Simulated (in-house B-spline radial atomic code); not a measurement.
# Yb⁶⁺: excited configurations

Aim: the energies of several excited configurations of Yb⁶⁺ above a reference configuration, each from its own self-consistent run.

The numbers are computed with in-house B-spline radial atomic code version 1 (Dirac-Hartree-Fock, average of configuration, Fermi nucleus, basis-set limit), except any that are marked as measured or tabulated.

### 1 The atom as given

* element: ytterbium (Z = 70)
* charge: +6
* electrons: 64
* configuration: [Kr] 4d10 4f12 5s2 5p4
* Hamiltonian: Dirac-Coulomb
* nucleus: Fermi, rms radius 5.311 fm

The outer shells:

[Kr] 4d10 4f12 5s2 5p4
```
[Kr] core
4d [↑↓][↑↓][↑↓][↑↓][↑↓]
4f [↑↓][↑↓][↑↓][↑↓][↑↓][↑ ][↑ ]
5s [↑↓]
5p [↑↓][↑ ][↑ ]
```

The boxes draw the filling by Hund's rule, which heavy ions in jj coupling don't follow; these runs average over all states of the configuration.

Settings of the run:

```ini
Z = 70
electrons = 64.0
configuration = [Kr] 4d10 4f12 5s2 5p4
hamiltonian = dirac
method = hf
spin_polarised = False
nucleus = fermi
rms_radius = 5.3108
mass_number = 174
atomic_mass = 173.938867545
speed_of_light = 137.035999084
```

This reference run was done before. Its total energy is -14058.231300 hartree, and its levels are (the highest eight at most):

```tsv
orbital	occupation	energy (eV)	<r> (bohr)
4p3/2	4	-458.52	0.5263
4d3/2	4	-305.43	0.5506
4d5/2	6	-295.74	0.5616
5s1/2	2	-147.31	1.151
5p1/2	1.33333	-119.07	1.246
5p3/2	2.66667	-110.93	1.319
4f5/2	5.14286	-108.21	0.6636
4f7/2	6.85714	-106.64	0.6722
```

### 2 Configuration [Kr] 4d9 4f12 5s2 5p4 6p1

Settings of the run:

```ini
Z = 70
electrons = 64.0
configuration = [Kr] 4d9 4f12 5s2 5p4 6p1
hamiltonian = dirac
method = hf
spin_polarised = False
nucleus = fermi
rms_radius = 5.3108
mass_number = 174
atomic_mass = 173.938867545
speed_of_light = 137.035999084
```

### 3 Run with [Kr] 4d9 4f12 5s2 5p4 6s1

The settings differ from step 2 so:

```diff
@@ -2,3 +2,3 @@
 electrons = 64.0
-configuration = [Kr] 4d9 4f12 5s2 5p4 6p1
+configuration = [Kr] 4d9 4f12 5s2 5p4 6s1
 hamiltonian = dirac
```

### 4 Run with [Kr] 4d9 4f12 5s2 5p4 5d1

The settings differ from step 3 so:

```diff
@@ -2,3 +2,3 @@
 electrons = 64.0
-configuration = [Kr] 4d9 4f12 5s2 5p4 6s1
+configuration = [Kr] 4d9 4f12 5s2 5p4 5d1
 hamiltonian = dirac
```

### 5 Run with [Kr] 4d10 4f12 5s2 5p3 6d1

The settings differ from step 4 so:

```diff
@@ -2,3 +2,3 @@
 electrons = 64.0
-configuration = [Kr] 4d9 4f12 5s2 5p4 5d1
+configuration = [Kr] 4d10 4f12 5s2 5p3 6d1
 hamiltonian = dirac
```

### 6 [Kr] 4d10 4f12 5s2 5p3 8p1

The settings differ from step 5 so:

```diff
@@ -2,3 +2,3 @@
 electrons = 64.0
-configuration = [Kr] 4d10 4f12 5s2 5p3 6d1
+configuration = [Kr] 4d10 4f12 5s2 5p3 8p1
 hamiltonian = dirac
```

### 7 Configuration [Kr] 4d9 4f12 5s2 5p4 8g1

The settings differ from step 6 so:

```diff
@@ -2,3 +2,3 @@
 electrons = 64.0
-configuration = [Kr] 4d10 4f12 5s2 5p3 8p1
+configuration = [Kr] 4d9 4f12 5s2 5p4 8g1
 hamiltonian = dirac
```

Before running: How far above the reference does each configuration lie (order and size, in eV)?

**Answer**, as computed:

| net move | configuration | energy above the reference (eV) | with Breit, QED, recoil (eV) | largest <r> (bohr) |
| --- | --- | --- | --- | --- |
| 5p → 6d | [Kr] 4d10 4f12 5s2 5p3 6d1 | 73.986 | 73.867 | 3.35 |
| 5p → 8p | [Kr] 4d10 4f12 5s2 5p3 8p1 | 91.914 | 91.798 | 6.76 |
| 4d → 5d | [Kr] 4d9 4f12 5s2 5p4 5d1 | 217.78 | 217.60 | 1.62 |
| 4d → 6s | [Kr] 4d9 4f12 5s2 5p4 6s1 | 230.02 | 229.89 | 2.36 |
| 4d → 6p | [Kr] 4d9 4f12 5s2 5p4 6p1 | 239.79 | 239.63 | 2.72 |
| 4d → 8g | [Kr] 4d9 4f12 5s2 5p4 8g1 | 281.97 | 281.78 | 12.1 |

Quantum defects of the promoted electron, δ = n − ζ/√(−2ε) with ζ = 7 and ε its orbital energy in hartree:

| promotion | δ |
| --- | --- |
| 5p → 6d | 1.866 |
| 5p → 8p | 2.374 |
| 4d → 6s | 2.735 |
| 4d → 6p | 2.444 |
| 4d → 8g | 0.043 |

**Reading.** At the bottom stands 5p → 6d (73.986 eV), at the top 4d → 8g (281.97 eV). Koopmans' estimate of the ionisation threshold is 106.64 eV; 4 configurations exceed it by over 2 % and could autoionise. Of those tabulated, the defect is largest for 6s (2.74) and least for 8g (0.04): low angular momentum penetrates the core, high angular momentum stays outside it. Two partly filled shells share a symmetry and can mix in the average, which may lower the energy, for: 5p → 8p; 4d → 5d; 4d → 6p. These are averages over configurations, without correlation, not spectroscopic levels.
